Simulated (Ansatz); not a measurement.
# MnF2: the cost of one run

Method: DFT r²SCAN, scalar-relativistic, plane waves, PAW, in Ansatz 0.2.0.

**1. The system as given**

It takes space group P4_2/mnm (No. 136, tetragonal). The conventional cell has a = 4.875 Å, b = 4.875 Å, c = 3.309 Å, α = 90.00°, β = 90.00°, γ = 90.00°. Mn (site symmetry mmm) has 6 F at 2.10 to 2.13 Å as nearest neighbours. F (site symmetry m2m) has 3 Mn at 2.10 to 2.13 Å as nearest neighbours.

Coordinates:

```
Mn F
1.0
     4.87503    0.00000    0.00000
     0.00000    4.87503    0.00000
     0.00000    0.00000    3.30944
Mn F
2 4
Direct
  0.00000 0.00000 0.00000
  0.50000 0.50000 0.50000
  0.30479 0.30479 0.00000
  0.19521 0.80479 0.50000
  0.69521 0.69521 0.00000
  0.80479 0.19521 0.50000
```

An earlier run at r²SCAN left this cell at 13.109 Å³/atom and -0.10 GPa (6×6×8 mesh).

**2. Antiferromagnetic, in the cell as typed**

input.yaml

```yaml
crystal:
  lattice:
    - [4.8750335182, 0.0, 0.0]
    - [0.0, 4.8750335182, 0.0]
    - [0.0, 0.0, 3.309442346]
  atoms:
    - { symbol: Mn, position: [0.0, 0.0, 0.0], spin: 5.0 }
    - { symbol: Mn, position: [0.5, 0.5, 0.5], spin: -5.0 }
    - { symbol: F, position: [0.3047887784, 0.3047887784, 0.0] }
    - { symbol: F, position: [0.1952112216, 0.8047887784, 0.5] }
    - { symbol: F, position: [0.6952112216, 0.6952112216, 0.0] }
    - { symbol: F, position: [0.8047887784, 0.1952112216, 0.5] }
basis:
  ecutwfc: 500
  ecutrho_ratio: 4
kpoints:
  mp_grid: { grid: [6, 6, 8] }
hamiltonian:
  xc: r2scan
scf:
  occupations: { method: gaussian, width: 0.05 }
  lower_state_search: "off"
output:
  forces: true
  stress: true
  eigenvalues: true
  populations: true
magnetization:
  spin_polarized: true
```

Started as:

```
$ ansatz run input.yaml --threads 4 --pin off --max-ram 10240MiB --backend cpu --events-out ev --progress --plain --runs-dir out
```

**Question.** How long does this run take on 4 threads of Arm Neoverse V1, shared host, and how much memory does it need?

About 28 s, with a peak of 0.79 GiB.
